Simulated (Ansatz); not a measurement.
# BGeH₂+ (singlet): wave-function methods side by side, cc-pVDZ

The task here is to estimate one member of a computed series from the others.

Program: Ansatz 0.2.0, Gaussian basis. Level of theory: cc-pVDZ, core rule «outside noble gas», up to 15 orbitals frozen. These are calculated values, not measurements.

To be run: UHF; CCSD(T) on RHF; CCSD(T) on UHF; BCCD(T) on RHF; CISD; CCSDT(Q) on RHF; CCSDT(Q) on UHF; CCSDTQ on RHF; CCSDTQ on UHF; CASSCF and MRCISD+Q, 8 electrons in 10 orbitals; CASSCF and NEVPT2, 8 electrons in 10 orbitals.

5 further runs of the same task are left out: 5 set aside as unsound or not needed.

## The geometry

The geometry is a PBE0/def2-TZVP stationary point (not a proven minimum) of the parent state, kept for this charge and spin. No spin-orbit coupling is included. The filled d shell of Ge may be among the frozen orbitals whatever the setting's name suggests; the logs give the count.

4 atoms, charge 1, spin multiplicity 1.

Atoms are counted from 1 here; the program's logs count them from 0.

Bond lengths: Ge1–B2 1.885 Å, Ge1–H3 1.520 Å, Ge1–H4 1.520 Å. Angles: B2–Ge1–H3 120.2°, B2–Ge1–H4 120.2°, H3–Ge1–H4 119.5°.

As a file:

```tsv
atom	x (Å)	y (Å)	z (Å)
Ge1	0.00000	0.00000	-0.22040
B2	0.00000	0.00000	1.66478
H3	0.00000	1.31339	-0.98618
H4	0.00000	-1.31339	-0.98618
```

Set-up of the first run:

in.yaml

```yaml
crystal:
  periodic: [false, false, false]
  atoms:
    - {symbol: Ge, position_ang: [0.000000, 0.000000, -0.220401]}
    - {symbol: B, position_ang: [0.000000, 0.000000, 1.664781]}
    - {symbol: H, position_ang: [0.000000, 1.313392, -0.986177]}
    - {symbol: H, position_ang: [0.000000, -1.313392, -0.986177]}
basis:
  gaussian: {orbitals: cc-pVDZ}
total_charge: 1
magnetization: {spin_polarized: true, initial_magnetization: 0}
hamiltonian: {xc: hf}
output: {orbitals: {seedname: orbitals}}
```

Command:

```sh
ansatz run in.yaml --threads 1 --pin off --events-out ev --progress --plain --max-ram 4096MiB --backend cpu
```

Among the steps run: UHF; CCSD(T) on RHF; CCSD(T) on UHF; BCCD(T) on RHF; CISD; CCSDT(Q) on RHF; CCSDT(Q) on UHF; CCSDTQ on RHF; CCSDTQ on UHF; CASSCF and MRCISD+Q, 8 electrons in 10 orbitals; CASSCF and NEVPT2, 8 electrons in 10 orbitals.

One of the session's tables, all rows but one given; the rest of the session is left out.

```
          method  from RCCSDTQ (meV)
             RHF             +4774.5
            RMP2             +1505.6
            CISD              +611.5
           RCCSD              +215.0
        RCCSD(T)               +81.5
         BCCD(T)               +79.6
          RCCSDT                   ?
       RCCSDT(Q)                +6.8
         RCCSDTQ                   0
  CASSCF valence             +2028.2
  NEVPT2 valence              +622.6
  MRCISD valence              +122.5
MRCISD+Q valence               +44.3
```

**Question.** Estimate the row for RCCSDT.

The run gave: from RCCSDTQ (meV): +23.0. In the column «from RCCSDTQ (meV)» it lies between RCCSDT(Q) (+6.8) and MRCISD+Q valence (+44.3).

Limits of these values: Left out of the table: UHF, UMP2, UCCSD, UCCSD(T), UCCSDT, UCCSDT(Q), UCCSDTQ (another determinant or state than the rows shown).
